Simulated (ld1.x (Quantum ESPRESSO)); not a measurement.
# Indium: generating and testing a PAW potential, part 2 of 2

Aim: build the potential from the settings below, then test how well it stands in for the atom: other configurations, scattering, ghost states and the plane-wave cutoff that it needs.

ld1.x (Quantum ESPRESSO) 7.5; PBE, scalar-relativistic. The steps go on from the part before.

## (3) Transferability test

In.test.in

```
 &input
   title='In', zed=49., rel=1, dft='PBE', iswitch=2,
   config='[Kr] 4d10 4f-2 5s2 5p1'
 /
 &test
   file_pseudo='In.UPF', nconf=8,
   configts(1)='4s2 4p6 4d10 5s2 5p1',
   configts(2)='4s2 4p6 4d10 5s2 5p0',
   configts(3)='4s2 4p6 4d10 5s1 5p0',
   configts(4)='4s2 4p6 4d10 5s0 5p0',
   configts(5)='4s1 4p6 4d10 5s2 5p1',
   configts(6)='4s2 4p6 4d10 5s2 5p0.5',
   configts(7)='4s2 4p5 4d10 5s2 5p1',
   configts(8)='4s2 4p6 4d10 5s1 5p1'
 /
```

On the command line:

```
ld1.x < In.test.in > In.test.out
```

In.test.out, the pseudopotential blocks:

```text
     ---------------------- Testing the pseudopotential ----------------------

     In
     scalar relativistic calculation

     atomic number is 49.00   valence charge is 21.00
     dft =SLA  PW   PBX  PBC   lsd =0 sic =0 latt =0  beta=0.20 tr2=1.0E-14
     mesh =1241 r(mesh) = 100.30140 xmin = -7.00 dx = 0.01250

     n l     nl             e AE (Ry)        e PS (Ry)    De AE-PS (Ry)
     1 0     4S   1( 2.00)       -8.79479       -8.79486        0.00007
     2 1     4P   1( 6.00)       -5.74245       -5.74252        0.00007
     3 2     4D   1(10.00)       -1.36879       -1.36885        0.00006
     2 0     5S   1( 2.00)       -0.60349       -0.60349       -0.00001
     3 1     5P   1( 1.00)       -0.18511       -0.18509       -0.00001

     eps = 5.5E-15  iter =  9

     Etot =  -11763.278081 Ry,   -5881.639040 Ha, -160047.551690 eV
     Etotps =  -658.188626 Ry,    -329.094313 Ha,   -8955.112460 eV

     Ekin =     500.015098 Ry,     250.007549 Ha,    6803.051981 eV
     Encl =   -1163.510298 Ry,    -581.755149 Ha,  -15830.364056 eV
     Ehrt =     324.304099 Ry,     162.152049 Ha,    4412.382048 eV
     Ecxc =    -318.997525 Ry,    -159.498763 Ha,   -4340.182434 eV
     (Ecc =      -8.916861 Ry,      -4.458431 Ha,    -121.320079 eV)

     ---------------------- End of pseudopotential test ----------------------

     ---------------------- Testing the pseudopotential ----------------------

     In
     scalar relativistic calculation

     atomic number is 49.00   valence charge is 21.00
     dft =SLA  PW   PBX  PBC   lsd =0 sic =0 latt =0  beta=0.20 tr2=1.0E-14
     mesh =1241 r(mesh) = 100.30140 xmin = -7.00 dx = 0.01250

     n l     nl             e AE (Ry)        e PS (Ry)    De AE-PS (Ry)
     1 0     4S   1( 2.00)       -9.34337       -9.34358        0.00020
     2 1     4P   1( 6.00)       -6.29136       -6.29154        0.00018
     3 2     4D   1(10.00)       -1.91631       -1.91643        0.00012
     2 0     5S   1( 2.00)       -1.09694       -1.09694       -0.00001
     3 1     5P   1( 0.00)       -0.61969       -0.61968       -0.00001

     eps = 3.5E-15  iter =  7

     Etot =  -11762.883901 Ry,   -5881.441951 Ha, -160042.188603 eV
     Etotps =  -657.794359 Ry,    -328.897179 Ha,   -8949.748181 eV
     dEtot_ae =       0.394180 Ry
     dEtot_ps =       0.394267 Ry,   Delta E=      -0.000088 Ry

     Ekin =     499.597331 Ry,     249.798666 Ha,    6797.367975 eV
     Encl =   -1151.870576 Ry,    -575.935288 Ha,  -15671.997577 eV
     Ehrt =     313.137627 Ry,     156.568813 Ha,    4260.454452 eV
     Ecxc =    -318.658740 Ry,    -159.329370 Ha,   -4335.573031 eV
     (Ecc =      -8.916861 Ry,      -4.458431 Ha,    -121.320079 eV)

     ---------------------- End of pseudopotential test ----------------------

     ---------------------- Testing the pseudopotential ----------------------

     In
     scalar relativistic calculation

     atomic number is 49.00   valence charge is 21.00
     dft =SLA  PW   PBX  PBC   lsd =0 sic =0 latt =0  beta=0.20 tr2=1.0E-14
     mesh =1241 r(mesh) = 100.30140 xmin = -7.00 dx = 0.01250

     n l     nl             e AE (Ry)        e PS (Ry)    De AE-PS (Ry)
     1 0     4S   1( 2.00)      -10.12208      -10.12276        0.00068
     2 1     4P   1( 6.00)       -7.06995       -7.07053        0.00058
     3 2     4D   1(10.00)       -2.68486       -2.68522        0.00036
     2 0     5S   1( 1.00)       -1.73982       -1.73984        0.00002
     3 1     5P   1( 0.00)       -1.19185       -1.19196        0.00011

     eps = 1.4E-15  iter =  9

     Etot =  -11761.470178 Ry,   -5880.735089 Ha, -160022.953921 eV
     Etotps =  -656.380382 Ry,    -328.190191 Ha,   -8930.510054 eV
     dEtot_ae =       1.807903 Ry
     dEtot_ps =       1.808243 Ry,   Delta E=      -0.000341 Ry

     Ekin =     497.989488 Ry,     248.994744 Ha,    6775.492156 eV
     Encl =   -1134.345481 Ry,    -567.172740 Ha,  -15433.556508 eV
     Ehrt =     298.093464 Ry,     149.046732 Ha,    4055.768188 eV
     Ecxc =    -318.117853 Ry,    -159.058927 Ha,   -4328.213891 eV
     (Ecc =      -8.916861 Ry,      -4.458431 Ha,    -121.320079 eV)

     ---------------------- End of pseudopotential test ----------------------

     ---------------------- Testing the pseudopotential ----------------------

     In
     scalar relativistic calculation

     atomic number is 49.00   valence charge is 21.00
     dft =SLA  PW   PBX  PBC   lsd =0 sic =0 latt =0  beta=0.20 tr2=1.0E-14
     mesh =1241 r(mesh) = 100.30140 xmin = -7.00 dx = 0.01250

     n l     nl             e AE (Ry)        e PS (Ry)    De AE-PS (Ry)
     1 0     4S   1( 2.00)      -10.97255      -10.97339        0.00084
     2 1     4P   1( 6.00)       -7.91933       -7.92006        0.00073
     3 2     4D   1(10.00)       -3.51966       -3.52013        0.00048
     2 0     5S   1( 0.00)       -2.43012       -2.43018        0.00006
     3 1     5P   1( 0.00)       -1.81351       -1.81397        0.00047

     eps = 8.7E-15  iter =  9

     Etot =  -11759.388675 Ry,   -5879.694338 Ha, -159994.633626 eV
     Etotps =  -654.298473 Ry,    -327.149236 Ha,   -8902.184231 eV
     dEtot_ae =       3.889406 Ry
     dEtot_ps =       3.890153 Ry,   Delta E=      -0.000747 Ry

     Ekin =     495.750134 Ry,     247.875067 Ha,    6745.024188 eV
     Encl =   -1114.937532 Ry,    -557.468766 Ha,  -15169.497913 eV
     Ehrt =     282.443030 Ry,     141.221515 Ha,    3842.833192 eV
     Ecxc =    -317.554105 Ry,    -158.777052 Ha,   -4320.543698 eV
     (Ecc =      -8.916861 Ry,      -4.458431 Ha,    -121.320079 eV)

     ---------------------- End of pseudopotential test ----------------------

     ---------------------- Testing the pseudopotential ----------------------

     In
     scalar relativistic calculation

     atomic number is 49.00   valence charge is 21.00
     dft =SLA  PW   PBX  PBC   lsd =0 sic =0 latt =0  beta=0.20 tr2=1.0E-14
     mesh =1241 r(mesh) = 100.30140 xmin = -7.00 dx = 0.01250

     n l     nl             e AE (Ry)        e PS (Ry)    De AE-PS (Ry)
     1 0     4S   1( 1.00)       -9.99313       -9.97064       -0.02249  !
     2 1     4P   1( 6.00)       -6.90892       -6.89159       -0.01733  !
     3 2     4D   1(10.00)       -2.43824       -2.42674       -0.01149  !
     2 0     5S   1( 2.00)       -1.28719       -1.28684       -0.00035
     3 1     5P   1( 1.00)       -0.74785       -0.74789        0.00004

     eps = 2.5E-15  iter = 19

     Etot =  -11753.903445 Ry,   -5876.951723 Ha, -159920.003276 eV
     Etotps =  -648.820986 Ry,    -324.410493 Ha,   -8827.659222 eV
     dEtot_ae =       9.374635 Ry
     dEtot_ps =       9.367640 Ry,   Delta E=       0.006995 Ry

     Ekin =     495.659954 Ry,     247.829977 Ha,    6743.797234 eV
     Encl =   -1129.614881 Ry,    -564.807440 Ha,  -15369.193414 eV
     Ehrt =     302.738866 Ry,     151.369433 Ha,    4118.972106 eV
     Ecxc =    -317.604925 Ry,    -158.802463 Ha,   -4321.235148 eV
     (Ecc =      -8.916861 Ry,      -4.458431 Ha,    -121.320079 eV)

     ---------------------- End of pseudopotential test ----------------------

     ---------------------- Testing the pseudopotential ----------------------

     In
     scalar relativistic calculation

     atomic number is 49.00   valence charge is 21.00
     dft =SLA  PW   PBX  PBC   lsd =0 sic =0 latt =0  beta=0.20 tr2=1.0E-14
     mesh =1241 r(mesh) = 100.30140 xmin = -7.00 dx = 0.01250

     n l     nl             e AE (Ry)        e PS (Ry)    De AE-PS (Ry)
     1 0     4S   1( 2.00)       -9.05130       -9.05141        0.00010
     2 1     4P   1( 6.00)       -5.99911       -5.99920        0.00009
     3 2     4D   1(10.00)       -1.62509       -1.62516        0.00007
     2 0     5S   1( 2.00)       -0.83741       -0.83740       -0.00002
     3 1     5P   1( 0.50)       -0.39025       -0.39023       -0.00002

     eps = 4.3E-15  iter =  7

     Etot =  -11763.135469 Ry,   -5881.567734 Ha, -160045.611355 eV
     Etotps =  -658.045982 Ry,    -329.022991 Ha,   -8953.171687 eV
     dEtot_ae =       0.142612 Ry
     dEtot_ps =       0.142644 Ry,   Delta E=      -0.000032 Ry

     Ekin =     499.863840 Ry,     249.931920 Ha,    6800.994016 eV
     Encl =   -1158.089541 Ry,    -579.044770 Ha,  -15756.610900 eV
     Ehrt =     319.018945 Ry,     159.509472 Ha,    4340.473862 eV
     Ecxc =    -318.839226 Ry,    -159.419613 Ha,   -4338.028666 eV
     (Ecc =      -8.916861 Ry,      -4.458431 Ha,    -121.320079 eV)

     ---------------------- End of pseudopotential test ----------------------

     ---------------------- Testing the pseudopotential ----------------------

     In
     scalar relativistic calculation

     atomic number is 49.00   valence charge is 21.00
     dft =SLA  PW   PBX  PBC   lsd =0 sic =0 latt =0  beta=0.20 tr2=1.0E-14
     mesh =1241 r(mesh) = 100.30140 xmin = -7.00 dx = 0.01250

     n l     nl             e AE (Ry)        e PS (Ry)    De AE-PS (Ry)
     1 0     4S   1( 2.00)       -9.96024       -9.94396       -0.01628  !
     2 1     4P   1( 5.00)       -6.88032       -6.86768       -0.01265  !
     3 2     4D   1(10.00)       -2.41876       -2.41033       -0.00843  !
     2 0     5S   1( 2.00)       -1.28665       -1.28630       -0.00035
     3 1     5P   1( 1.00)       -0.74777       -0.74786        0.00009

     eps = 8.9E-15  iter = 19

     Etot =  -11756.985579 Ry,   -5878.492790 Ha, -159961.937845 eV
     Etotps =  -651.898695 Ry,    -325.949348 Ha,   -8869.533596 eV
     dEtot_ae =       6.292502 Ry
     dEtot_ps =       6.289931 Ry,   Delta E=       0.002571 Ry

     Ekin =     497.207930 Ry,     248.603965 Ha,    6764.858508 eV
     Encl =   -1134.534879 Ry,    -567.267440 Ha,  -15436.133405 eV
     Ehrt =     303.085289 Ry,     151.542645 Ha,    4123.685433 eV
     Ecxc =    -317.657035 Ry,    -158.828517 Ha,   -4321.944131 eV
     (Ecc =      -8.916861 Ry,      -4.458431 Ha,    -121.320079 eV)

     ---------------------- End of pseudopotential test ----------------------

     ---------------------- Testing the pseudopotential ----------------------

     In
     scalar relativistic calculation

     atomic number is 49.00   valence charge is 21.00
     dft =SLA  PW   PBX  PBC   lsd =0 sic =0 latt =0  beta=0.20 tr2=1.0E-14
     mesh =1241 r(mesh) = 100.30140 xmin = -7.00 dx = 0.01250

     n l     nl             e AE (Ry)        e PS (Ry)    De AE-PS (Ry)
     1 0     4S   1( 2.00)       -9.46374       -9.46408        0.00034
     2 1     4P   1( 6.00)       -6.41155       -6.41180        0.00025
     3 2     4D   1(10.00)       -2.03142       -2.03152        0.00010
     2 0     5S   1( 1.00)       -1.16920       -1.16913       -0.00007
     3 1     5P   1( 1.00)       -0.67724       -0.67721       -0.00003

     eps = 8.5E-15  iter = 11

     Etot =  -11762.399329 Ry,   -5881.199664 Ha, -160035.595654 eV
     Etotps =  -657.309762 Ry,    -328.654881 Ha,   -8943.154914 eV
     dEtot_ae =       0.878752 Ry
     dEtot_ps =       0.878863 Ry,   Delta E=      -0.000111 Ry

     Ekin =     498.942561 Ry,     249.471281 Ha,    6788.459372 eV
     Encl =   -1148.572934 Ry,    -574.286467 Ha,  -15627.130863 eV
     Ehrt =     310.843116 Ry,     155.421558 Ha,    4229.236051 eV
     Ecxc =    -318.522506 Ry,    -159.261253 Ha,   -4333.719474 eV
     (Ecc =      -8.916861 Ry,      -4.458431 Ha,    -121.320079 eV)

     ---------------------- End of pseudopotential test ----------------------
```

Excitation and ionisation energies from 4s2 4p6 4d10 5s2 5p1, with the error of the potential. The frozen-core shift comes from a second all-electron run, not shown, with the core orbitals held at their reference shape; it is that run's ΔE less the relaxed one.

| valence configuration | charge | ΔE all-electron (eV) | error AE − PS (meV) | frozen-core shift (meV) |
| --- | --- | --- | --- | --- |
| 4s2 4p6 4d10 5s2 5p0 | +1 | 5.363 | -1.2 | +1.2 |
| 4s2 4p6 4d10 5s1 5p0 | +2 | 24.598 | -4.6 | +4.1 |
| 4s2 4p6 4d10 5s0 5p0 | +3 | 52.918 | -10 | +8.1 |
| 4s1 4p6 4d10 5s2 5p1 | +1 | 127.548 | +95 | +35 |
| 4s2 4p6 4d10 5s2 5p0.5 | +0.5 | 1.940 | -0.4 | +0.4 |
| 4s2 4p5 4d10 5s2 5p1 | +1 | 85.614 | +35 | +37 |
| 4s2 4p6 4d10 5s1 5p1 | +1 | 11.956 | -1.5 | +1.7 |

## (4) Logarithmic derivatives

Taken from the files of the generation run. The phase is arctan(r·u′/u) with u = r·R, unwrapped, with energies in Ry. A pole is an energy at which the radial function vanishes at the test radius. The pseudo phase is shifted by a multiple of π to meet the all-electron one at the reference energy. Levels narrower than the energy grid can be missing from the poles. Left out: p, where the overlap operator is not positive , so their phases aren't trusted. The last column is the largest difference on the grid between −1 and +1 Ry.

| channel | radius (bohr) | reference (Ry) | poles AE | poles PS | window around the reference with phases within 0.05 rad (Ry) | largest difference near zero (rad) |
| --- | --- | --- | --- | --- | --- | --- |
| s | 1.76 | -0.60 | -8.59 | -8.59 | the whole range | 0.001 |
| d | 1.76 | -1.37 | -0.34 | -0.34 | the whole range | 0.001 |
| f | 1.76 | 0.50 | none | none | the whole range | 0.000 |

Phases (rad) along the scan:

```tsv
E (Ry)	s AE	s PS	f AE	f PS
-11.00	1.349	1.349	1.412	1.412
-10.52	1.332	1.332	1.409	1.409
-10.04	1.303	1.304	1.405	1.405
-9.56	1.236	1.236	1.402	1.402
-9.08	0.700	0.700	1.398	1.398
-8.60	-1.567	-1.567	1.394	1.394
-8.12	-1.692	-1.692	1.390	1.390
-7.64	-1.734	-1.734	1.386	1.386
-7.16	-1.758	-1.758	1.381	1.381
-6.68	-1.777	-1.777	1.375	1.375
-6.20	-1.794	-1.794	1.370	1.370
-5.72	-1.811	-1.811	1.363	1.363
-5.24	-1.828	-1.828	1.356	1.357
-4.76	-1.847	-1.847	1.349	1.349
-4.28	-1.869	-1.868	1.340	1.340
-3.80	-1.893	-1.893	1.331	1.331
-3.32	-1.922	-1.922	1.320	1.320
-2.84	-1.958	-1.958	1.307	1.307
-2.36	-2.003	-2.003	1.293	1.293
-1.88	-2.061	-2.061	1.276	1.276
-1.40	-2.140	-2.140	1.255	1.255
-0.92	-2.253	-2.253	1.230	1.230
-0.44	-2.420	-2.420	1.198	1.198
0.04	-2.677	-2.677	1.155	1.155
0.52	-3.052	-3.052	1.096	1.096
1.00	-3.488	-3.487	1.009	1.009
1.48	-3.852	-3.851	0.865	0.865
1.96	-4.099	-4.097	0.599	0.599
2.44	-4.260	-4.258	0.078	0.077
2.92	-4.368	-4.366	-0.618	-0.619
3.40	-4.445	-4.443	-1.070	-1.070
3.88	-4.502	-4.500	-1.302	-1.301
4.36	-4.546	-4.544	-1.434	-1.433
4.84	-4.582	-4.579	-1.522	-1.520
```

## (5) Plane-wave convergence, by spherical Bessel functions

This step uses the generator's waves and projectors in a separate script. Basis: spherical Bessel functions vanishing at 20 bohr, q² up to the cutoff; potential fixed at the reference.

No cutoffs are read. The overlap operator is not positive in p (lowest eigenvalue -0.364), so the test is not defined there. The ghost test is not conclusive.

## (6) Outcome

What follows sums up all 2 parts.

```
                                                quantity                              value
                                                 cutoffs                     not determined
                                            bound ghosts                     not determined
                            largest test error (AE − PS)  +95 meV, for 4s1 4p6 4d10 5s2 5p1
largest phase difference near zero energy, channels read                          0.001 rad
         lowest eigenvalue of the overlap (Bessel basis)                         -0.364 (p)
               density cutoff estimated by the generator                             900 Ry
```

The overlap operator is not positive definite in p, so a plane-wave run would break down once the basis is large enough. The worst unpolarised test, 4s1 4p6 4d10 5s2 5p1, is off by 95 meV on 127.5 eV; by total energies transferability rates as fair. That test lies far up in energy; among those under 40 eV, nearer to bonding, the largest error is 4.6 meV. No cutoffs are read. Ghosts could not be judged. Near zero energy the phases of the channels with partial waves that could be evaluated agree within 0.001 rad. All of this concerns the isolated atom, not yet a solid.
